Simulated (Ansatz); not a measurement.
# GeSb2Te4 (R-3m) in Ansatz: relaxation of cell and atoms with LDA

Aim: the relaxation of cell and atoms of GeSb2Te4 with LDA.

Everything below comes from runs of Ansatz 0.2.0. Logs are shortened: lines on timing, memory, paths and dates and some standing lists are left out, and cuts for length are marked.

## (1) The crystal as given

Symmetry: R-3m, No. 166, trigonal system. The conventional cell has a = 4.319 Å, b = 4.319 Å, c = 39.684 Å, α = 90.00°, β = 90.00°, γ = 120.00°. Around Te (site symmetry 3m) lie 3 Ge at 3.01 Å and 3 Te at 3.31 Å. Te (site symmetry 3m) is surrounded by 3 Sb at 3.03 Å and 3 Te at 3.31 Å. Around Sb (site symmetry 3m) lie 3 Te at 3.03 Å and 3 Sb at 3.24 Å. Around Ge (site symmetry -3m) lie 6 Te at 3.01 Å.

The cell is a database's computed one.

## (2) Relaxation of cell and atoms, LDA

Input file input.yaml:

```yaml
crystal:
  lattice:
    - [2.1592890373, 1.246666107, 13.2280394098]
    - [-2.1592890373, 1.246666107, 13.2280394098]
    - [0.0, -2.4933322139, 13.2280394098]
  atoms:
    - { symbol: Te, position: [0.708972, 0.708972, 0.708972] }
    - { symbol: Te, position: [0.291028, 0.291028, 0.291028] }
    - { symbol: Te, position: [0.569683, 0.569683, 0.569683] }
    - { symbol: Te, position: [0.430317, 0.430317, 0.430317] }
    - { symbol: Sb, position: [0.859411, 0.859411, 0.859411] }
    - { symbol: Sb, position: [0.140589, 0.140589, 0.140589] }
    - { symbol: Ge, position: [0.0, 0.0, 0.0] }
hamiltonian:
  xc: lda
  pseudopotentials: { kind: paw }
kpoints:
  mp_grid: { grid: [7, 7, 7] }
scf:
  occupations: { method: fermi_dirac, width: 0.05 }
output:
  forces: true
  stress: true
  eigenvalues: true
  write_density: true
  write_potential: true
  elf: true
  volumetric_format: npy
relax:
  f_tol: 0.01
  max_steps: 40
  cell: { stress_tol: 0.05 }
```

Potentials or basis: Ansatz PAW.

Started as:

```
ansatz run input.yaml --threads 4 --pin off --max-ram 11264MiB --backend cpu --events-out ev --progress --plain --runs-dir out
```

The log of the run:

```text
Warning: RAYON_NUM_THREADS=4 ignored (pool sized by the plan → 4); use --threads N
basis.fft_grid_basis auto: the FFT boxes are laid along the combinations [[1, -1, 0], [0, 1, 0], [0, -1, 1]] of the cell's own vectors, 4.319, 13.461 and 4.319 Å long. The dense box has 30×90×30 points. Along the cell's own vectors, as sized, it would have 90×90×90, 9.00 times as many. Of the 12 symmetry operations that the crystal satisfies within crystal.symmetry.tolerance (time reversal apart; of a slab, those that keep its plane) the dense box along the cell's own vectors carries 12, and the one as laid loses 8 of those. basis.fft_grid_basis: typed keeps the cell's own vectors: state it where this run's energies or levels are differenced outside the engine with another run's, or held beside a run that keeps those vectors. Those combinations have planes normal to reciprocal vector 3, as the cell's own vectors have. Each planar average written beside output.write_density, output.write_potential has a row for each plane of the box: 30. The volumetric files lie along those combinations, not along the cell's own vectors: a cube or XSF file states them, and fields.json those of NumPy files.
Engine: ansatz 0.2.0, aarch64-unknown-linux-gnu
Pseudopotentials: kind: paw
Pseudopotential: Te, paw, valence charge 16, recommended cutoff 420 eV (normal), Te.paw.azcp
Pseudopotential: Sb, paw, valence charge 15, recommended cutoff 420 eV (normal), Sb.paw.azcp
Pseudopotential: Ge, paw, valence charge 14, recommended cutoff 420 eV (normal), Ge.paw.azcp
Functional definition: SPW92
  exchange = slater_x
  correlation = pw_c
Crystal: 7 atoms, lattice volume = 213.652 Å³
Basis set: ecut = 420 eV, 4191 PW (Γ), FFT grids on a1−a2, a2, −a2+a3
Bands: 65, of which v1, the nominal top of the filled ones, is band 54 counted from 1 (53 counted from 0)
Symmetry: 12 space group operations
Space group: R-3m (ITA 166), of the structure as read, at distance tolerance 6.0e-5 Å
k-points: 44 of 343
[... 116 lines left out ...]
  atom   1  Te     0.00000000    -0.00000000    -0.00311441
  atom   2  Te    -0.00000000     0.00000000     0.00311441
  atom   3  Te     0.00000000    -0.00000000    -0.00214034
  atom   4  Te    -0.00000000     0.00000000     0.00214034
  atom   5  Sb    -0.00000000    -0.00000000    -0.00007976
  atom   6  Sb     0.00000000     0.00000000     0.00007976
  atom   7  Ge     0.00000000     0.00000000     0.00000000
  max |Σ_I F_I| component: 2.89e-19 eV/Å
--- Stress (GPa, compression-positive) ---
        0.004413       0.000000       0.000000
        0.000000       0.004413      -0.000000
        0.000000      -0.000000      -0.020993
  P = ⅓ Tr σ = -0.0041 GPa (-0.041 kbar)
--- Band table (eV; the first three rows and the last of 44) ---
  k-point 0: bands = ["-27.2199", "-27.2199", "-27.2154", "-27.2154", "-27.2153", "-27.2153", "-27.2019", "-27.2019", "-27.2019", "-27.2019", "-26.5464", "-26.5460", "-26.5444", "-26.5444", "-26.5430", "-26.5430", "-26.5318", "-26.5318", "-26.5316", "-26.5316", "-19.0303", "-19.0303", "-18.9886", "-18.9806", "-18.9806", "-18.9404", "-18.9372", "-18.9372", "-18.9097", "-18.9097", "-14.4974", "-14.4974", "-14.4898", "-14.4871", "-14.4871", "-3.5304", "-3.0449", "-2.3502", "-0.7713", "0.1420", "3.2459", "3.7274", "7.7757", "7.9454", "7.9454", "8.0104", "8.0104", "8.1208", "8.8372", "8.8372", "9.0096", "9.0096", "9.4748", "10.1541", "10.2720", "10.2720", "11.0466", "11.4678", "11.4678", "11.7133", "12.6886", "12.8899", "12.8899", "14.6325", "14.9050"]
  k-point 1: bands = ["-27.2197", "-27.2197", "-27.2154", "-27.2154", "-27.2154", "-27.2154", "-27.2019", "-27.2018", "-27.2015", "-27.2015", "-26.5462", "-26.5460", "-26.5445", "-26.5445", "-26.5433", "-26.5430", "-26.5318", "-26.5316", "-26.5315", "-26.5312", "-19.0297", "-19.0261", "-18.9866", "-18.9800", "-18.9777", "-18.9420", "-18.9386", "-18.9374", "-18.9155", "-18.9098", "-14.4981", "-14.4972", "-14.4895", "-14.4872", "-14.4868", "-3.3393", "-2.8798", "-2.1631", "-0.6957", "0.2315", "2.9635", "3.4692", "6.5516", "7.0066", "7.0196", "7.4225", "7.6320", "7.9226", "8.3071", "8.4978", "8.8766", "9.3958", "9.8184", "10.1370", "10.2160", "10.8112", "10.9992", "12.2649", "12.3659", "12.6047", "12.7726", "12.8612", "13.6079", "14.0149", "14.8342"]
  k-point 2: bands = ["-27.2193", "-27.2193", "-27.2155", "-27.2155", "-27.2155", "-27.2154", "-27.2017", "-27.2017", "-27.2006", "-27.2006", "-26.5460", "-26.5458", "-26.5447", "-26.5446", "-26.5437", "-26.5429", "-26.5318", "-26.5316", "-26.5307", "-26.5304", "-19.0284", "-19.0141", "-18.9857", "-18.9737", "-18.9700", "-18.9484", "-18.9428", "-18.9374", "-18.9300", "-18.9102", "-14.4998", "-14.4968", "-14.4889", "-14.4871", "-14.4859", "-2.7931", "-2.4142", "-1.6647", "-0.5552", "0.3118", "2.1016", "2.8362", "5.0707", "5.6280", "6.4317", "6.8025", "6.9300", "7.0380", "7.6739", "8.2426", "8.6484", "8.9028", "9.0161", "9.2567", "10.8133", "11.4268", "11.8667", "12.5240", "12.6004", "12.9976", "13.5248", "13.7792", "13.8749", "14.4517", "15.1223"]
  k-point 43: bands = ["-27.2198", "-27.2197", "-27.2154", "-27.2154", "-27.2154", "-27.2154", "-27.2018", "-27.2018", "-27.2015", "-27.2015", "-26.5462", "-26.5460", "-26.5445", "-26.5445", "-26.5433", "-26.5430", "-26.5318", "-26.5316", "-26.5315", "-26.5312", "-19.0297", "-19.0261", "-18.9866", "-18.9800", "-18.9777", "-18.9420", "-18.9386", "-18.9374", "-18.9155", "-18.9098", "-14.4981", "-14.4972", "-14.4895", "-14.4872", "-14.4868", "-3.2035", "-3.1381", "-1.7725", "-1.2258", "0.6695", "2.4838", "3.7874", "6.5268", "6.9369", "7.2037", "7.3551", "7.7757", "7.7766", "8.3817", "8.4151", "8.8386", "9.3378", "9.7312", "10.0950", "10.4772", "10.9397", "10.9818", "11.7978", "12.0681", "12.9275", "13.0273", "13.2153", "13.3530", "14.3261", "14.7667"]
--- Relaxed structure (5 steps of the walk, 5 accepted, 1 SCFs on fresh bases) ---
  F+E_penalty+E_count = -44196.22043339 eV   max|allowed force component| = 3.114e-3 eV/Å   (the final SCF, on the basis selected at the relaxed cell)
  cell:  # Å, volume = 198.0007 Å³
    - [2.1083126858117756, 1.2172348967055346, 12.858968104519315]
    - [-2.1083126858117756, 1.2172348967055346, 12.858968104519315]
    - [2.827046263672997e-32, -2.434469793362464, 12.858968104523916]
  atoms:
    - { symbol: Te, position: [0.7081565854065011, 0.7081565854065011, 0.7081565854065011] }
    - { symbol: Te, position: [0.29184341459349916, 0.29184341459349916, 0.2918434145934991] }
    - { symbol: Te, position: [0.57047992547803, 0.57047992547803, 0.57047992547803] }
    - { symbol: Te, position: [0.4295200745219703, 0.4295200745219703, 0.4295200745219702] }
    - { symbol: Sb, position: [0.8584612613260773, 0.8584612613260773, 0.8584612613260773] }
    - { symbol: Sb, position: [0.14153873867392283, 0.14153873867392283, 0.14153873867392283] }
    - { symbol: Ge, position: [3.74685366053585e-20, 3.746853660535849e-20, 3.746853660701384e-20] }
```

rho_z.tsv:

```text
# z_ang	rho[e/angstrom^3]
# format = ansatz-planar-average/11
# lattice	2.108312686	1.217234897	12.858968105
# lattice	-2.108312686	1.217234897	12.858968105
# lattice	0.000000000	-2.434469793	12.858968105
# sites	7
# site	52	0.000000000	0.000000000	27.318488834
# site	52	0.000000000	0.000000000	11.258415479
# site	52	0.000000000	0.000000000	22.007349498
# site	52	0.000000000	0.000000000	16.569554816
# site	51	0.000000000	0.000000000	33.116777935
# site	51	0.000000000	0.000000000	5.460126378
# site	32	0.000000000	-0.000000000	0.000000000
0.000000	6.055494e-1
0.436246	5.788112e-1
0.872492	5.294597e-1
1.308739	5.034288e-1
1.744985	5.062586e-1
2.181231	5.167875e-1
[... 22 lines left out ...]
12.214895	5.294597e-1
12.651141	5.788112e-1
```

Run time: 81 s. Hardware: 4 threads of Arm Neoverse V1, shared host; peak memory 0.93 GiB.

Results:

- Free energy: -44196.2204 eV
- Relaxed volume: 28.29 Å³/atom
- Relaxed cell: a = 13.087 Å, b = 13.087 Å, c = 13.087 Å, α = 18.54°, β = 18.54°, γ = 18.54°
- Space group after relaxing (to 0.05 Å): R-3m (No. 166)
- Energy gained by relaxing: 28.0 meV/atom
- Ionic steps: 6
- Pressure after relaxing: 0.0 GPa
- Largest force after relaxing: 0.003 eV/Å
- Band gap on the k mesh: none (metal or under the smearing width)

Forces on the atoms (eV/Å):
```
Te   0.000  0.000 -0.003
Te   0.000  0.000  0.003
Te   0.000  0.000 -0.002
Te   0.000  0.000  0.002
Sb   0.000  0.000  0.000
Sb   0.000  0.000  0.000
Ge   0.000  0.000  0.000
```

Step by step:
| step | energy change (eV) | largest force (eV/Å) | volume (Å³) |
| --- | --- | --- | --- |
| 1 | 0.0000 | 0.1152 | 213.65 |
| 2 | -0.0976 | 0.4223 | 189.28 |
| 3 | -0.1960 | 0.0679 | 199.49 |
| 4 | -0.1990 | 0.0396 | 198.29 |
| 5 | -0.1995 | 0.0032 | 198.00 |
| 6 | -0.1958 | 0.0031 | 198.00 |

Final structure:
```
Te Sb Ge
1.0
     2.10831    1.21723   12.85897
    -2.10831    1.21723   12.85897
     0.00000   -2.43447   12.85897
Te Sb Ge
4 2 1
Direct
  0.70816 0.70816 0.70816
  0.29184 0.29184 0.29184
  0.57048 0.57048 0.57048
  0.42952 0.42952 0.42952
  0.85846 0.85846 0.85846
  0.14154 0.14154 0.14154
  0.00000 0.00000 0.00000
```

Caveat: the plane-wave basis is chosen anew once the cell has moved, so the energies of steps on either side of that aren't comparable; the PAW data sets come from PBE, with cores solved anew for the run's functional, which leaves a small shift of forces and pressure. Spin-orbit coupling is left out, which matters for the levels of Sb, Te.
